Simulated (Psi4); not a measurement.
# A workflow on SnNH2Cl (SMILES [NH2][Sn][Cl])

Wanted: a series of 9 runs (PBE0-D4/def2-TZVP, PBE-D4/def2-TZVPP, r2SCAN-D4/def2-TZVPP, B3LYP-D4/def2-TZVPP, PBE0-D4/def2-TZVPP, wB97M-V/def2-TZVPP, CCSD(T)/def2-TZVPP, MP2/def2-QZVPP) of SnNH2Cl. 

The results are computed with Psi4 1.11.

**1. The structure to begin with**

SnNH2Cl: 5 atoms, total charge 0, spin state singlet. As SMILES, `[NH2][Sn][Cl]`. The run starts from this shape.

Bond lengths: N1–Sn2 2.004 Å, Sn2–Cl3 2.386 Å, N1–H4 1.009 Å, N1–H5 1.008 Å. Angles: N1–Sn2–Cl3 93.2°, Sn2–N1–H4 122.9°, Sn2–N1–H5 124.9°, H4–N1–H5 112.2°.

**2. A structure relaxation at PBE0-D4/def2-TZVP (density fitting, core potential) (run 2)**

job.in reads:

```
memory 3300 MB

molecule geom {
  0 1
  N     -0.502870     0.415440    -0.306520
  Sn    -0.256650    -0.962040     1.127960
  Cl     2.074240    -1.203300     0.680980
  H      0.253470     0.738810    -0.891690
  H     -1.376980     0.864580    -0.532030
  symmetry c1
}

set {
  scf_type                df
  geom_maxiter            50
  max_force_g_convergence 0.0002
}

energy_value, wavefunction = optimize("pbe0-d4/def2-TZVP", return_wfn=True)
print_variables()
```

Started as:

```bash
psi4 -i job.in -o job.out -n 2
```

job.out:

```text
[...]
    !!!  WARNING: ECP capability is in beta. Please check occupations closely.  !!!
[...]
  Running in c1 symmetry.
[...]
  Nuclear repulsion =  164.643156548158856
[...]
  Multiplicity = 1
[...]
  Nalpha       = 24
  Nbeta        = 24
[...]
    Number of basis functions: 130
[...]
 WARNING: Atomic UHF is not converging! Try casting from a smaller basis or call Rob at CCMST.
   -------------------------
[...]
   @DF-RKS iter   1:  -729.86644919008813   -1.05290e+00   8.46936e-03 DIIS/ADIIS
[...]
   @DF-RKS iter  13:  -730.36670625521765   -1.05729e-11   5.50282e-09 DIIS
[...]
  @DF-RKS Final Energy:  -730.36670625521765
   => Energetics <=
    Nuclear Repulsion Energy =            164.6431565481588564
    One-Electron Energy =               -1416.7217175889222744
    Two-Electron Energy =                 562.5281055062741871
    DFT Exchange-Correlation Energy =     -40.8126327695051572
    Empirical Dispersion Energy =          -0.0036179512233374
    VV10 Nonlocal Energy =                  0.0000000000000000
    Total Energy =                       -730.3667062552176503
[...]
  -Total Gradient:
     Atom            X                  Y                   Z
    ------   -----------------  -----------------  -----------------
       1       -0.000142664256     0.000005328816     0.000037526888
       2        0.000147606446    -0.000020643833    -0.000021781184
       3        0.000070718214     0.000034838138    -0.000060351497
       4        0.000068931827    -0.000037316865     0.000020733074
       5        0.000050778994     0.000004849979    -0.000021577120
[...]
```

The script printed:

```text
Optimizer: Optimization complete!
```

Wall time 12 s (2 threads of Intel Xeon Platinum 8259CL at 2.50GHz (Skylake/Cascade Lake), shared host); peak memory 0.64 GiB.

**3. Vibrational wavenumbers at PBE0-D4/def2-TZVP (density fitting, core potential) (run 3)**

input.dat reads:

```
memory 3300 MB

molecule molecule1 {
  0 1
  N     -0.502870     0.415440    -0.306520
  Sn    -0.256650    -0.962040     1.127960
  Cl     2.074240    -1.203300     0.680980
  H      0.253470     0.738810    -0.891690
  H     -1.376980     0.864580    -0.532030
  symmetry c1
}

set {
  basis def2-TZVP
  scf_type df
  rotational_symmetry_number 1
}

E, wfn = freq("pbe0-d4", return_wfn=True)
```

Started as:

```bash
psi4 input.dat output.dat -n 2
```

output.dat:

```text
[...]
  Running in c1 symmetry.
[...]
  Nuclear repulsion =  164.643156548158856
[...]
  Multiplicity = 1
[...]
  Nalpha       = 24
  Nbeta        = 24
[...]
    Number of basis functions: 130
[...]
   @DF-RKS iter   1:  -729.89346694848473   -1.02291e+00   8.23139e-03 DIIS/ADIIS
[...]
   @DF-RKS iter  13:  -730.36670483686498   -7.04858e-12   3.36632e-09 DIIS
[...]
  @DF-RKS Final Energy:  -730.36670483686498
   => Energetics <=
    Nuclear Repulsion Energy =            164.6467730203093822
    One-Electron Energy =               -1416.7281999718627503
    Two-Electron Energy =                 562.5311946274655384
    DFT Exchange-Correlation Energy =     -40.8128545031656671
    Empirical Dispersion Energy =          -0.0036180096115293
    VV10 Nonlocal Energy =                  0.0000000000000000
    Total Energy =                       -730.3667048368649830
[...]
  -Total Gradient:
     Atom            X                  Y                   Z
    ------   -----------------  -----------------  -----------------
       1        0.000846811824     0.000098400540    -0.000370829156
       2        0.000196098947    -0.000005131582    -0.000032746663
       3        0.000067768186     0.000019163252    -0.000061126768
       4       -0.000667857456    -0.000331085349     0.000594440862
       5       -0.000247354423     0.000205580932    -0.000175352543
[...]
  ==> Harmonic Vibrational Analysis <==
[...]
  Freq [cm^-1]                 160.7167            337.0075            361.1656
[...]
  IR activ [km/mol]             2.0753             65.2398             191.3457
[...]
  Freq [cm^-1]                 452.1121            616.6022            649.2651
[...]
  IR activ [km/mol]            20.8475             70.2013             31.0583
[...]
  Freq [cm^-1]                1534.8474           3570.2465           3690.5671
[...]
```

Standard output:

```text
Warning: used thermodynamics relations inappropriate for low-frequency modes: ['160.7167' '337.0075' '361.1656' '452.1121' '616.6022']
```

It took 3.2 min on 2 threads of Intel Xeon Platinum 8259CL at 2.50GHz (Skylake/Cascade Lake), shared host; peak memory 0.73 GiB.

Runs 4 to 9 aren't shown in full; the table further down has their settings and results.

**4. The energy at MP2/def2-QZVPP (density fitting, core potential, density fitting for correlation) (run 10)**

input.inp reads:

```
memory 3300 MB

molecule {
  0 1
  N
  Sn 1 R2
  Cl 2 R3 1 A3
  H 1 R4 2 A4 3 D4
  H 1 R5 4 A5 2 D5

  R2 = 2.003948
  R3 = 2.385591
  A3 = 93.17837
  R4 = 1.009476
  A4 = 122.8938
  D4 = -0.0025
  R5 = 1.008291
  A5 = 112.15993
  D5 = -179.99978
  symmetry c1
}

set basis def2-QZVPP
set reference rhf
set scf_type df
set num_frozen_docc 10

result = energy('mp2')
print_variables()
```

Started as:

```bash
psi4 -n 2 input.inp input.out
```

input.out:

```text
[...]
    !!!  WARNING: ECP capability is in beta. Please check occupations closely.  !!!
[...]
  Running in c1 symmetry.
[...]
  Nuclear repulsion =  164.643171855583688
[...]
  Multiplicity = 1
[...]
  Nalpha       = 24
  Nbeta        = 24
[...]
    Number of basis functions: 269
[...]
   @DF-RHF iter   1:  -728.34878174563062   -1.70779e+00   2.86726e-03 DIIS/ADIIS
[...]
   @DF-RHF iter  12:  -728.59908165972513   -5.40012e-11   7.72477e-09 DIIS
[...]
  @DF-RHF Final Energy:  -728.59908165972513
   => Energetics <=
    Nuclear Repulsion Energy =            164.6431718555836881
    One-Electron Energy =               -1416.1851382814611497
    Two-Electron Energy =                 522.9428847661523605
    Total Energy =                       -728.5990816597251296
[...]
 Multipole Moments:
 ------------------------------------------------------------------------------------
     Multipole            Electronic (a.u.)      Nuclear  (a.u.)        Total (a.u.)
 ------------------------------------------------------------------------------------
 L = 1.  Multiply by 2.5417464519 to convert [e a0] to [Debye]
 Dipole X            :          0.0000021           -0.0000036           -0.0000015
 Dipole Y            :         33.5683382          -32.3374447            1.2308935
 Dipole Z            :         16.4707170          -16.7745283           -0.3038113
 Magnitude           :                                                    1.2678328
[...]
```

It took 11 s on 2 threads of Intel Xeon Platinum 8259CL at 2.50GHz (Skylake/Cascade Lake), shared host; peak memory 0.71 GiB.

**5. The series**

```csv
run,level,task,geom maxiter,energy (Eh),dipole moment (D),HOMO energy (eV),LUMO energy (eV),wall time
2,"PBE0-D4/def2-TZVP (density fitting, core potential)",optimise,50,-730.366706,3.19,-7.51,-2.08,12 s
3,"PBE0-D4/def2-TZVP (density fitting, core potential)",frequencies,–,-730.366706,3.19,–,–,3.2 min
4,"PBE-D4/def2-TZVPP (density fitting, core potential)",energy,–,-730.326180,3.08,-6.34,-2.74,14 s
5,"r2SCAN-D4/def2-TZVPP (density fitting, core potential)",energy,–,-730.596641,3.15,-6.64,-2.68,26 s
6,"B3LYP-D4/def2-TZVPP (density fitting, core potential)",energy,–,-730.675256,3.18,-7.35,-2.31,13 s
7,"PBE0-D4/def2-TZVPP (density fitting, core potential)",properties,–,-730.368405,3.17,-7.51,-2.09,15 s
8,"wB97M-V/def2-TZVPP (density fitting, core potential)",energy,–,-730.483398,3.19,-9.66,-0.39,36 s
9,"CCSD(T)/def2-TZVPP (density fitting, core potential, density fitting for correlation)",energy,–,-729.335258,–,-9.78,0.52,2.2 min
10,"MP2/def2-QZVPP (density fitting, core potential, density fitting for correlation)",energy,–,-729.560803,–,-9.81,0.43,11 s
```

**6. Results**

```
                                                            quantity          value
                                run 10, MP2/def2-QZVPP: total energy  -729.56080 Eh
         run 10, MP2/def2-QZVPP: HOMO energy (Hartree–Fock orbitals)       -9.81 eV
         run 10, MP2/def2-QZVPP: LUMO energy (Hartree–Fock orbitals)        0.43 eV
       run 10, MP2/def2-QZVPP: HOMO–LUMO gap (Hartree–Fock orbitals)       10.23 eV
run 10, MP2/def2-QZVPP: correlation energy (10 core orbitals frozen)     -961.7 mEh
```

**Reading.** Over runs 2, 3, 4, 5, 6, 7, 8 the dipole moment (its size) runs from 3.08 D (PBE-D4/def2-TZVPP) to 3.19 D (wB97M-V/def2-TZVPP). Over runs 2, 4, 5, 6, 7, 8 the HOMO–LUMO gap runs from 3.60 eV (PBE-D4/def2-TZVPP) to 9.27 eV (wB97M-V/def2-TZVPP). Totals of different functionals can't be ranked against each other. All runs together took 7.5 min, the longest 3.2 min.
